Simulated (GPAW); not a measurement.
**C2H3BeN (BeMe(CN)): SCAN/plane waves (scalar-relativistic datasets, plane-wave cutoff 340 eV)**

Wanted: a structure relaxation of C2H3BeN (BeMe(CN)). Input form: an ASE script.

Program for the calculation: GPAW 26.7.0.

4 further runs of the same task are left out: 4 that didn't finish.

**1. The system as given**

C2H3BeN: 7 atoms, total charge 0, spin state singlet. SMILES: `[CH3][Be][C]#N`. All atoms were displaced at random from a relaxed shape. The run starts from this shape.

Bond lengths: Be1–C2 1.749 Å, Be1–C6 1.644 Å, C6–N7 1.168 Å, C2–H3 1.030 Å, C2–H4 1.127 Å, C2–H5 1.067 Å. Angles: C2–Be1–C6 177.0°, Be1–C6–N7 173.9°, Be1–C2–H3 117.5°, Be1–C2–H4 111.0°, Be1–C2–H5 113.6°, H3–C2–H4 110.0°, H3–C2–H5 103.8°, H4–C2–H5 99.3°.

**2. A structure relaxation at SCAN/plane waves (scalar-relativistic datasets, plane-wave cutoff 340 eV)**

c2h3ben.xyz

```xyz
7

Be     0.047025    -0.006771    -0.557175
C      0.040088     0.008148     1.191743
H      0.706351     0.635569     1.664628
H      0.136122    -1.036592     1.604196
H     -0.903294     0.273877     1.613087
C     -0.026370     0.009898    -2.199713
N      0.044842     0.003138    -3.365576
```

run.py

```python
from ase.io import read, write
from ase.optimize import LBFGSLineSearch
from gpaw import GPAW, PW

# Structure
atoms = read("c2h3ben.xyz")
atoms.center(vacuum=4.5)

# Calculator
gpaw_calc = GPAW(mode=PW(340),
                 maxiter=60,
                 xc="MGGA_X_SCAN+MGGA_C_SCAN",
                 convergence={"eigenstates": 1e-06},
                 symmetry="off",
                 txt="-")
atoms.calc = gpaw_calc

opt = LBFGSLineSearch(atoms, trajectory="c2h3ben.traj")
converged = opt.run(fmax=0.05, steps=100)
print("Converged:", converged)
print(f"Final energy: {atoms.get_potential_energy():.5f} eV")
print(f"r(H4-C1): {atoms.get_distance(4, 1):.4f} Ang")
print(f"r(C1-Be0)               {atoms.get_distance(1, 0):.4f} Ang")
write("relaxed.xyz", atoms)
```

On the command line:

```
OMP_NUM_THREADS=1 python run.py
```

The log of the run:

```text
[...]
  mode=PW(ecut=340.0),
[...]
Number of symmetries: 1
[...]
  Number of IBZ points: 1
[...]
Cutoff: 340.0 eV
Spin-components: 1 (collinear spins)
Bands:           15
[...]
  Valence electrons: 18.0
[...]
  Grid points: [48 48 60]
  Charge: 0.0  # |e|
[...]
    cutoffs:
[...]
occupation numbers:
  # Zero width
[...]
xc functional:
  name: MGGA_X_SCAN+MGGA_C_SCAN with 2 nearest neighbor stencil
[...]
|iter     |     time |      energy | eigst |  dens |
[...]
|iter:   1| 00:00:04 |  -48.041614 | +0.61 |       |
[...]
Converged in 11 steps
[...]
dipole moment: (0.000462, -0.015001, 0.621592)  # |e|*Ang
Fermi level: -4.854
[...]
Converged in 9 steps
[...]
Converged in 6 steps
[...]
Converged in 6 steps
[...]
Converged in 7 steps
[...]
|iter:   6| 00:04:34 |  -38.906001c| -6.74c| -4.10c|
Converged in 6 steps
[...]
Energy contributions relative to reference atoms: (reference = -3972.633196)
Energy contributions:
  Kinetic:          15.921888
  Coulomb:         -18.067101
  Zero:             -0.005026
  External:          0.000000
  Xc:              -36.755762
  Entropy:           0.000000
  Spinorbit:         0.000000
  ----------------------------
  Free energy:     -38.906001
  Extrapolated:    -38.906001
dipole moment: (0.008439, -0.003347, 0.672309)  # |e|*Ang
Fermi level: -4.859
Eigenvalues  # (at kpt = [0.000, 0.000, 0.000])
| band index |      eig [eV] | occ [0-2] |
|------------|---------------|-----------|
|          0 |       -23.830 |     2.000 |
|          1 |       -17.634 |     2.000 |
|          2 |       -12.620 |     2.000 |
|          3 |        -9.901 |     2.000 |
|          4 |        -9.884 |     2.000 |
|          5 |        -8.770 |     2.000 |
|          6 |        -8.432 |     2.000 |
|          7 |        -8.421 |     2.000 |
|          8 |        -7.906 |     2.000 |
|          9 |        -1.811 |     0.000 |
|         10 |        -1.808 |     0.000 |
|         11 |        -0.265 |     0.000 |
[...]
Gap: 6.095 eV
Transition (v -> c):
[...]
Forces  # eV/Ang
|        x |        y |        z |
|----------|----------|----------|
| -0.02172 | -0.00614 | -0.00517 |  # Be   0
| -0.00283 |  0.00070 | -0.01442 |  # C    1
| -0.00244 | -0.01322 |  0.00940 |  # H    2
|  0.00725 |  0.00251 |  0.00110 |  # H    3
|  0.00291 |  0.00135 | -0.00460 |  # H    4
| -0.01173 | -0.01412 | -0.01710 |  # C    5
|  0.01634 | -0.00532 |  0.00531 |  # N    6
Force computation time: 0.373  # s
LBFGSLineSearch:   13 hh:mm:ss      -38.906001        0.025086
Converged: True
Final energy: -38.90600 eV
r(H4-C1): 1.1035 Ang
r(C1-Be0)               1.6576 Ang
```

It took 4.6 min on 1 thread of Intel Xeon 6975P-C (Granite Rapids), shared host; peak memory 0.46 GiB.

Step by step:

| step | energy from the first frame kept (eV) | largest force (eV/Å) |
| --- | --- | --- |
| 0 | 0.0000 | 3.5646 |
| 1 | -0.1551 | 3.0242 |
| 2 | -0.1942 | 0.7632 |
| 3 | -0.2174 | 0.5682 |
| 4 | -0.2437 | 0.4350 |
| 5 | -0.2490 | 0.3503 |
| 6 | -0.2541 | 0.5007 |
| 7 | -0.2652 | 0.3902 |
| 8 | -0.2682 | 0.1457 |
| 9 | -0.2703 | 0.1763 |
| 10 | -0.2730 | 0.2287 |
| 11 | -0.2744 | 0.1153 |
| 12 | -0.2749 | 0.1290 |
| 13 | -0.2751 | 0.0251 |

After the run. Bond lengths: Be1–C2 1.658 Å, Be1–C6 1.666 Å, C6–N7 1.183 Å, C2–H3 1.103 Å, C2–H4 1.103 Å, C2–H5 1.103 Å. Angles: C2–Be1–C6 179.1°, Be1–C6–N7 179.2°, Be1–C2–H3 112.3°, Be1–C2–H4 112.5°, Be1–C2–H5 112.2°, H3–C2–H4 106.6°, H3–C2–H5 106.4°, H4–C2–H5 106.4°.

**3. Summary of results**

Level: SCAN/plane waves (scalar-relativistic datasets, plane-wave cutoff 340 eV).

| quantity | value |
| --- | --- |
| energy as printed (from the program's reference atoms) | -38.9060 eV |
| dipole moment | 3.23 D |
| HOMO energy (from the vacuum level) | -8.20 eV |
| LUMO energy (from the vacuum level) | -2.10 eV |
| HOMO–LUMO gap | 6.09 eV |

In words: At the final geometry: Bond lengths: Be1–C2 1.658 Å, Be1–C6 1.666 Å, C6–N7 1.183 Å, C2–H3 1.103 Å, C2–H4 1.103 Å, C2–H5 1.103 Å. Angles: C2–Be1–C6 179.1°, Be1–C6–N7 179.2°, Be1–C2–H3 112.3°, Be1–C2–H4 112.5°, Be1–C2–H5 112.2°, H3–C2–H4 106.6°, H3–C2–H5 106.4°, H4–C2–H5 106.4°. The optimisation took 13 steps and changed the energy by -0.275 eV.
